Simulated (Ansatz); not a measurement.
# InO2 (quartet): from Hartree-Fock to the top rungs at a displaced geometry (v1), def2-SVP

The task here is to estimate one member of a computed series from the others.

The runs use Ansatz 0.2.0, Gaussian basis; def2-SVP, core rule «outside noble gas», up to 11 orbitals frozen.

To be run: UHF; CCSD(T) on ROHF; CCSD(T) on UHF; BCCD(T) on ROHF; CISD; CCSDT(Q) on ROHF; CCSDT(Q) on UHF.

49 further runs of the same task are left out: 12 for a known fault of the program, 20 that didn't finish, 17 set aside as unsound or not needed.

## The system

The geometry is a PBE0/def2-TZVP stationary point (not a proven minimum) with its atoms shifted at random (size 0.040 Å). No spin-orbit coupling is included. Elements past krypton take def2 core potentials.

3 atoms, charge 0, spin multiplicity 4.

Atoms are counted from 1 here; the program's logs count them from 0.

Bond lengths: In1–O2 2.055 Å, In1–O3 2.036 Å. Angles: O2–In1–O3 111.3°.

Set-up of the first run:

The input, in.yaml:

```yaml
crystal:
  periodic: [false, false, false]
  atoms:
    - {symbol: In, position_ang: [-0.005045, -0.251331, 0.007075]}
    - {symbol: O, position_ang: [-0.005878, 0.872171, -1.713799]}
    - {symbol: O, position_ang: [0.042086, 0.931481, 1.663029]}
basis:
  gaussian: {orbitals: def2-SVP}
magnetization: {spin_polarized: true, initial_magnetization: 3}
hamiltonian: {xc: hf}
output: {orbitals: {seedname: orbitals}}
```

Command:

```
$ ansatz run in.yaml --threads 1 --pin off --events-out ev --progress --plain --max-ram 2393MiB
```

Among the steps run: UHF; CCSD(T) on ROHF; CCSD(T) on UHF; BCCD(T) on ROHF; CISD; CCSDT(Q) on ROHF; CCSDT(Q) on UHF.

One table of the session follows, with a row left open; its other results are not shown here.

| method | from UCCSDT(Q) (kcal/mol) |
| --- | --- |
| ROHF | +230.06 |
| UHF | ? |
| RMP2 | +23.21 |
| UMP2 | +23.22 |
| RCCSD | +7.01 |
| UCCSD | +6.49 |
| RCCSD(T) | +1.85 |
| UCCSD(T) | +1.63 |
| BCCD(T) | +1.87 |
| RCCSDT | +1.02 |
| UCCSDT | +0.73 |
| RCCSDT(Q) | +0.40 |
| UCCSDT(Q) | 0 |

Q: Estimate the row for UHF from the others.

The run gave: from UCCSDT(Q) (kcal/mol): +222.05. In the column «from UCCSDT(Q) (kcal/mol)» it lies between UMP2 (+23.22) and ROHF (+230.06).

Not comparable, so not listed: CISD (they don't share determinant, frozen orbitals or solution with the rows shown, or repeat one).

Caveats from the session: Restricted and unrestricted rows rest on different reference determinants; where their highest levels disagree by more than a few hundredths of an eV, they describe different states and don't form one ladder.
